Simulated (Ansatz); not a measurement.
# La2SiF: the cost of one run

Method: DFT PBE, scalar-relativistic, plane waves, PAW, in Ansatz 0.2.0.

1 further run of the same task is left out (it didn't finish).

### Step 1. Starting point

The structure is tetragonal, space group P4/nmm (No. 129). The conventional cell has a = 4.140 Å, b = 4.140 Å, c = 9.490 Å, α = 90.00°, β = 90.00°, γ = 90.00°. La (site symmetry -4m2) has 4 La at 2.93 Å and 4 F at 3.12 Å as nearest neighbours. La (site symmetry 4mm) has 4 Si at 2.57 Å and 4 F at 3.06 Å as nearest neighbours. Si (site symmetry -4m2) is surrounded by 4 La at 2.57 Å. F (site symmetry 4mm) is surrounded by 8 La at 3.06 to 3.12 Å.

Coordinates:

```cif
data_structure
_symmetry_space_group_name_H-M 'P4/nmm:1'
_symmetry_Int_Tables_number 129
_cell_length_a 4.1403
_cell_length_b 4.1403
_cell_length_c 9.4897
_cell_angle_alpha 90.000
_cell_angle_beta 90.000
_cell_angle_gamma 90.000
_cell_volume 162.67
loop_
_atom_site_label
_atom_site_type_symbol
_atom_site_symmetry_multiplicity
_atom_site_Wyckoff_symbol
_atom_site_fract_x
_atom_site_fract_y
_atom_site_fract_z
_atom_site_occupancy
La1 La 2 a 0.50000 0.50000 0.00000 1
La2 La 2 c 0.00000 0.50000 0.33934 1
Si1 Si 2 b 0.50000 0.50000 0.50000 1
F1 F 2 c 0.00000 0.50000 0.75351 1
```

A structure generator made this guess: species swapped into a database cell of TmCuSb2 (P4/nmm, No. 129), with F on the Tm sites, Si on the Cu sites and La on the Sb sites. The dimensions are guesses.

### Step 2. Probe: one point on a coarse mesh

input.yaml reads:

```yaml
crystal:
  lattice:
    - [4.14028014, 0.0, 0.0]
    - [0.0, 4.14028014, 0.0]
    - [0.0, 0.0, 9.48965076]
  atoms:
    - { symbol: La, position: [0.5, 0.5, 0.0] }
    - { symbol: La, position: [0.0, 0.0, 0.0] }
    - { symbol: La, position: [0.0, 0.5, 0.3393414] }
    - { symbol: La, position: [0.5, 0.0, 0.6606586] }
    - { symbol: Si, position: [0.5, 0.5, 0.5] }
    - { symbol: Si, position: [0.0, 0.0, 0.5] }
    - { symbol: F, position: [0.0, 0.5, 0.75350744] }
    - { symbol: F, position: [0.5, 0.0, 0.24649256] }
basis:
  ecutwfc: 420
kpoints:
  mp_grid: { grid: [4, 4, 2] }
hamiltonian:
  xc: pbe
scf:
  occupations: { method: gaussian, width: 0.1 }
  lower_state_search: "off"
output:
  forces: true
  stress: true
  eigenvalues: true
```

Command:

```
$ ansatz run input.yaml --threads 1 --pin off --max-ram 2560MiB --backend cpu --events-out ev --progress --plain --runs-dir out
```

What time and memory should one allow on 1 thread of Intel Xeon 6975P-C (Granite Rapids), shared host?

About 3.7 s, with a peak of 0.46 GiB.
